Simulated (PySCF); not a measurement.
# RuON: quartet, from a linear start

Aim: relax RuON as a quartet from a linear start, check by its vibrations whether the end is a minimum, and collect its spectrum and constants.

Computed with PySCF 2.14.0. Level: PBE0, basis Ru def2-TZVP with ECP28, O def2-TZVP, N def2-TZVP, scalar-relativistic core potentials, no spin–orbit coupling, density fitting.

## Step 1: Starting geometry

3 atoms, charge 0, spin multiplicity 4.

Bond lengths: Ru1–O2 1.710 Å, Ru1–N3 1.740 Å. Angles: O2–Ru1–N3 180.0°.

Coordinates in bohr (charge 0 multiplicity 4):
```
Ru    0.0000    0.0000    0.0000
O     0.0000    0.0000   -3.2314
N     0.0000    0.0000    3.2881
```

## Step 2: Finding the electronic state

One driver script runs all steps and calls PySCF; scf.py shows how it sets up the SCF of each step. The optimiser is the driver's own. After this first run the driver tries any further starts and a stability analysis.

Contents of scf.py:

```python
from pyscf import gto, scf, dft
mol = gto.M(atom='''
Ru     0.000000     0.000000     0.000000
O      0.000000     0.000000    -1.710000
N      0.000000     0.000000     1.740000''',
    basis={'Ru': 'def2-TZVP', 'O': 'def2-TZVP', 'N': 'def2-TZVP'},
    ecp={'Ru': 'def2-TZVP'},
    charge=0, spin=3)
mf = dft.UKS(mol, xc='PBE0')
mf.grids.atom_grid = (50, 194)
aux = {'Ru': 'def2-universal-JKFIT', 'O': 'def2-universal-JKFIT', 'N': 'def2-universal-JKFIT'}
mf = mf.density_fit(auxbasis=aux)
mf.conv_tol = 1e-08
mf.diis_space = 10
mf.max_cycle = 60
mf.init_guess = 'minao'
mf.verbose = 4
mf.kernel()
```

Command:

```console
$ OMP_NUM_THREADS=4 python axn.py task.json out
```

The program printed:

```text
init E= -216.740387461609
[... the frontier-level lines of each cycle are left out ...]
cycle= 1 E= -223.451495584084  delta_E= -6.71  |g|= 1.57  |ddm|= 3.56
cycle= 2 E= -213.007581169266  delta_E= 10.4  |g|= 4.14  |ddm|=   12
cycle= 3 E= -224.368804246045  delta_E= -11.4  |g|= 0.775  |ddm|= 12.1
cycle= 4 E= -224.550674252948  delta_E= -0.182  |g|= 0.386  |ddm|= 0.338
cycle= 5 E= -224.492009755421  delta_E= 0.0587  |g|= 0.538  |ddm|= 0.385
cycle= 6 E= -224.604359186341  delta_E= -0.112  |g|= 0.145  |ddm|= 0.216
cycle= 7 E= -224.611956911277  delta_E= -0.0076  |g|= 0.0575  |ddm|= 0.106
cycle= 8 E= -224.613426666465  delta_E= -0.00147  |g|= 0.00812  |ddm|= 0.0349
cycle= 9 E= -224.613526405048  delta_E= -9.97e-05  |g|= 0.00379  |ddm|= 0.0113
cycle= 10 E= -224.613579263183  delta_E= -5.29e-05  |g|= 0.00132  |ddm|= 0.0126
cycle= 11 E= -224.613586906241  delta_E= -7.64e-06  |g|= 0.00104  |ddm|= 0.00507
cycle= 12 E= -224.613589261782  delta_E= -2.36e-06  |g|= 0.000487  |ddm|= 0.00222
cycle= 13 E= -224.613590963294  delta_E= -1.7e-06  |g|= 0.000324  |ddm|= 0.00256
cycle= 14 E= -224.613591836516  delta_E= -8.73e-07  |g|= 0.000202  |ddm|= 0.00219
cycle= 15 E= -224.613592191978  delta_E= -3.55e-07  |g|= 0.000122  |ddm|= 0.00135
cycle= 16 E= -224.613592423889  delta_E= -2.32e-07  |g|= 8.56e-05  |ddm|= 0.0012
cycle= 17 E= -224.6135925592  delta_E= -1.35e-07  |g|= 5.86e-05  |ddm|= 0.00104
cycle= 18 E= -224.613592620157  delta_E= -6.1e-08  |g|= 4.47e-05  |ddm|= 0.000866
cycle= 19 E= -224.613592633455  delta_E= -1.33e-08  |g|= 2.38e-05  |ddm|= 0.000444
cycle= 20 E= -224.613592635766  delta_E= -2.31e-09  |g|= 1.05e-05  |ddm|= 0.000139
Extra cycle  E= -224.613592636355  delta_E= -5.89e-10  |g|= 1.55e-05  |ddm|= 3.54e-05
converged SCF energy = -224.613592636355  <S^2> = 3.7733254  2S+1 = 4.0116457
```

This step, with its further starts and checks, ran for 12 s (4 threads of Arm Neoverse V2, shared host).

The starts that the driver tried:

```tsv
start	energy (Eh)
the minimal-basis guess	-224.613593
a thermally smeared density	-224.613587
a smeared PBE density	-224.613588
```

The test of internal stability and the other starts found no lower solution of this spin.

## Step 3: Linear start, quartet: relaxation

The program finds C∞v symmetry in the start, which this walk keeps.

Changes to scf.py since step 2:

```diff
@@ -3,3 +3,3 @@
-Ru     0.000000     0.000000     0.000000
-O      0.000000     0.000000    -1.710000
-N      0.000000     0.000000     1.740000''',
+Ru     0.000000     0.000000     0.022638
+O      0.000000     0.000000    -1.687362
+N      0.000000     0.000000     1.762638''',
@@ -16 +15,0 @@
-mf.init_guess = 'minao'
```

Energy and gradient, step by step:

```tsv
step	energy (Eh)	change (kJ/mol)	largest symmetric gradient (Eh/bohr)
0	-224.613593	0.00	0.05062
1	-224.617088	-9.18	0.01607
2	-224.617419	-10.05	0.00303
3	-224.617430	-10.07	0.00031
4	-224.617430	-10.08	0.00003
```

The walk took 7 s.

Positions (Å) and forces (eV/Å) along the way:

```
step 0
Ru   0.000   0.000   0.023   0.000   0.000   2.019
O    0.000   0.000  -1.687   0.000   0.000   0.584
N    0.000   0.000   1.763   0.000   0.000  -2.603
step 1
Ru   0.000   0.000   0.042   0.000   0.000   0.664
O    0.000   0.000  -1.653   0.000   0.000  -0.826
N    0.000   0.000   1.709   0.000   0.000   0.162
step 2
Ru   0.000   0.000   0.049   0.000   0.000   0.156
O    0.000   0.000  -1.666   0.000   0.000  -0.112
N    0.000   0.000   1.714   0.000   0.000  -0.044
step 3
Ru   0.000   0.000   0.051   0.000   0.000   0.003
O    0.000   0.000  -1.667   0.000   0.000  -0.016
N    0.000   0.000   1.714   0.000   0.000   0.013
step 4
Ru   0.000   0.000   0.051   0.000   0.000   0.000
O    0.000   0.000  -1.668   0.000   0.000   0.001
N    0.000   0.000   1.714   0.000   0.000  -0.001
```

After 4 steps and 10.1 kJ/mol it ends at C∞v: Ru–N 1.663 Å, Ru–O 1.719 Å; N–Ru–O 180.0°.

## Step 4: Is it a minimum? Harmonic modes

The point is checked on the finer grid, and tightened if its gradient asks for it. The Hessian and the dipole derivatives come from central differences of analytic gradients, with steps of 0.02 bohr.

Changes to scf.py since step 3:

```diff
@@ -3,3 +3,3 @@
-Ru     0.000000     0.000000     0.022638
-O      0.000000     0.000000    -1.687362
-N      0.000000     0.000000     1.762638''',
+Ru     0.000000    -0.000000     0.031887
+O     -0.000000    -0.000000    -1.687003
+N      0.000000     0.000000     1.694918''',
@@ -10 +10 @@
-mf.grids.atom_grid = (50, 194)
+mf.grids.atom_grid = (75, 302)
@@ -13 +13 @@
-mf.conv_tol = 1e-08
+mf.conv_tol = 1e-10
```

The driver hands on the density of the step before, so the log starts near convergence.

SCF at the final geometry:

```text
init E= -224.617416906582
[... the frontier-level lines of each cycle are left out ...]
cycle= 1 E= -224.617416906624  delta_E= -4.27e-11  |g|= 8.89e-06  |ddm|= 1.12e-05
Extra cycle  E= -224.617416906103  delta_E= 5.22e-10  |g|= 3.83e-05  |ddm|= 2.29e-05
converged SCF energy = -224.617416906103  <S^2> = 3.768205  2S+1 = 4.0090922
```

The whole step took 26 s.

Geometry: C∞v; Ru–N 1.663 Å, Ru–O 1.719 Å; N–Ru–O 180.0°.

Modes, for the most abundant isotopes:

```tsv
ω (cm⁻¹)	IR (km/mol)	μ (u)	type
183i	4.7	18.39	bend
183i	4.7	18.39	bend
726	13.3	18.96	stretch
998	2.6	14.65	stretch
```

2 modes are imaginary, the largest at 183i cm⁻¹: a saddle point, not a minimum.

Here the density breaks the symmetry of the frame, and no labels are given; pairs that should be degenerate can split.

Constants and moments:

* Dipole moment: 0.78 D
* Highest occupied level: -7.29 eV
* Lowest empty level: -5.18 eV
* Rotational constants: 0.1964 cm⁻¹
* Zero-point energy (real modes): 10.3 kJ/mol
* Principal polarisabilities: 31.7, 31.7, 69.0 bohr³
* Atomisation energy without zero-point energy: 684 kJ/mol
* Principal traceless quadrupole moments about the centre of mass: -5.89, 2.94, 2.94 D Å
* Spin squared ⟨S²⟩: 3.768

Charges (e) and bond orders:

```tsv
atom	Mulliken	Löwdin	polar tensor	spin (Mulliken)	Mayer order to Ru1
Ru1	0.90	0.52	0.38	2.00	–
O2	-0.50	-0.30	-0.30	0.51	1.40
N3	-0.40	-0.23	-0.08	0.49	2.04
```

Outer orbital energies (eV). α occupied: -12.61, -12.61, -10.28, -10.10, -9.38, -9.38, -9.37, -7.29; empty: -3.06, -3.06, 0.18, 0.18. β occupied: -26.24, -21.19, -11.98, -11.98, -11.31, -9.09, -9.09, -8.60; empty: -5.18, -4.20, -3.42, -2.45.

Mulliken populations on Ru1 (outside its core potential): s 2.65, p 6.19, d 6.23, f 0.03.

## Step 5: Following the imaginary mode

The start is the last point, displaced along its most imaginary mode.

The program finds Cs symmetry in the start, which this walk keeps.

Changes to scf.py since step 4:

```diff
@@ -3,3 +3,3 @@
-Ru     0.000000    -0.000000     0.031887
-O     -0.000000    -0.000000    -1.687003
-N      0.000000     0.000000     1.694918''',
+Ru    -0.000163     0.032443     0.031887
+O      0.000509    -0.101641    -1.687003
+N      0.000601    -0.119998     1.694918''',
@@ -10 +10 @@
-mf.grids.atom_grid = (75, 302)
+mf.grids.atom_grid = (50, 194)
@@ -13 +13 @@
-mf.conv_tol = 1e-10
+mf.conv_tol = 1e-08
```

Steps of the walk:

```tsv
step	energy (Eh)	change (kJ/mol)	largest symmetric gradient (Eh/bohr)
0	-224.618339	0.00	0.00722
1	-224.618933	-1.56	0.00878
2	-224.630557	-32.08	0.07151
3	-224.650099	-83.39	0.07543
4	-224.657450	-102.69	0.04121
5	-224.661184	-112.49	0.01201
6	-224.662922	-117.05	0.00414
7	-224.662971	-117.18	0.00041
8	-224.662971	-117.18	0.00001
```

The walk took 27 s.

End point (Cs, 8 steps, 117.2 kJ/mol gained): Ru–N 1.614 Å, Ru–O 1.713 Å; N–Ru–O 120.1°.

## Step 6: Vibrations and properties at this point

The same treatment as at the point before.

Changes to scf.py since step 5:

```diff
@@ -3,3 +3,3 @@
-Ru    -0.000163     0.032443     0.031887
-O      0.000509    -0.101641    -1.687003
-N      0.000601    -0.119998     1.694918''',
+Ru    -0.000946     0.188841     0.035793
+O      0.003176    -0.633897    -1.467219
+N      0.003250    -0.648612     1.415457''',
@@ -10 +10 @@
-mf.grids.atom_grid = (50, 194)
+mf.grids.atom_grid = (75, 302)
@@ -13 +13 @@
-mf.conv_tol = 1e-08
+mf.conv_tol = 1e-10
```

SCF at the final geometry:

```text
init E= -224.662987581955
[... the frontier-level lines of each cycle are left out ...]
cycle= 1 E= -224.662987581564  delta_E= 3.91e-10  |g|= 3.43e-05  |ddm|= 1.89e-05
cycle= 2 E= -224.662987573459  delta_E= 8.1e-09  |g|= 0.000153  |ddm|= 8.22e-05
cycle= 3 E= -224.662987581993  delta_E= -8.53e-09  |g|= 1.83e-06  |ddm|= 6.76e-05
cycle= 4 E= -224.662987581995  delta_E= -1.76e-12  |g|= 1.26e-06  |ddm|= 1.34e-06
Extra cycle  E= -224.662987581991  delta_E= 4.15e-12  |g|= 3.8e-06  |ddm|= 3.15e-06
converged SCF energy = -224.662987581991  <S^2> = 3.7740366  2S+1 = 4.0120003
```

The whole step ran for 39 s (4 threads of Arm Neoverse V2, shared host).

Geometry: Cs; Ru–N 1.614 Å, Ru–O 1.713 Å; N–Ru–O 120.0°.

Modes, for the most abundant isotopes:

```tsv
symmetry	ω (cm⁻¹)	IR (km/mol)
a'	337	4.9
a'	850	69.4
a'	1093	65.6
```

Every mode is real; the point is a minimum.

Constants and moments:

* Dipole moment: 2.28 D
* Highest occupied level: -6.81 eV
* Lowest empty level: -4.48 eV
* Rotational constants: 1.067, 0.2685, 0.2146 cm⁻¹
* Zero-point energy: 13.6 kJ/mol
* Principal polarisabilities: 33.0, 42.3, 57.3 bohr³
* Atomisation energy without zero-point energy: 804 kJ/mol
* Principal traceless quadrupole moments about the centre of mass: -6.20, 0.97, 5.23 D Å
* Entropy at 298.15 K and 1 bar (electronic part: spin only): 282.7 J/(mol K)
* Heat capacity Cp at 298.15 K: 43.5 J/(mol K)
* Enthalpy at 298.15 K above 0 K: 11.14 kJ/mol
* Rotational symmetry number: 1
* Spin squared ⟨S²⟩: 3.774

Populations by atom (charges in e):

```tsv
atom	Mulliken	Löwdin	polar tensor	spin (Mulliken)	Mayer order to Ru1
Ru1	1.00	0.53	0.93	2.20	–
O2	-0.57	-0.31	-0.51	0.59	1.70
N3	-0.43	-0.22	-0.42	0.20	2.56
```

Outer orbital energies (eV). α occupied: -12.70, -12.69, -11.72, -11.61, -9.19, -8.57, -8.51, -6.81; empty: -3.50, -1.74, -0.58, 0.12. β occupied: -25.62, -21.77, -12.33, -11.70, -11.62, -9.96, -9.81, -8.36; empty: -4.48, -4.25, -3.21, -2.58.

Mulliken populations on Ru1 (outside its core potential): s 2.54, p 6.28, d 6.16, f 0.03.

## Step 7: The points found, side by side

| spin | group | bonds | imaginary modes (cm⁻¹) | ΔE (kJ/mol) | with zero-point energy |
| --- | --- | --- | --- | --- | --- |
| quartet | Cs | Ru–N 1.614 Å, Ru–O 1.713 Å | none | 0.0 | 0.0 |
| quartet | C∞v (density of lower symmetry) | Ru–N 1.663 Å, Ru–O 1.719 Å | 183i, 183i | 119.6 | – |

## Step 8: Outcome

| quantity | value |
| --- | --- |
| minimum | quartet, Cs |
| geometry | Ru–N 1.614 Å, Ru–O 1.713 Å; N–Ru–O 120.0° |
| wavenumbers (cm⁻¹) | 337 (a'), 850 (a'), 1093 (a') |
| dipole moment | 2.28 D |
| highest occupied, lowest empty level (either spin) | -6.81, -4.48 eV |
| polar-tensor charge of Ru1 | +0.93 e |
| zero-point energy | 13.6 kJ/mol |
| entropy at 298.15 K | 282.7 J/(mol K) |
| atomisation energy (no zero-point energy) | 804 kJ/mol |
| ⟨S²⟩ | 3.774 |

**Reading.** The linear start (C∞v) ends in a minimum of Cs symmetry, after a stop at a second-order saddle point 119.6 kJ/mol higher, from which it was pushed off along an imaginary mode. In the infrared the band at 850 cm⁻¹ (a', stretch) leads. Most of the spin sits on Ru1 (Mulliken spin 2.20, against 3 for the whole molecule). Only this shape and spin were tried, so other structures or states may lie lower. One determinant may miss the lowest occupation of an open d or f shell.

The search up to here took 1.9 min.
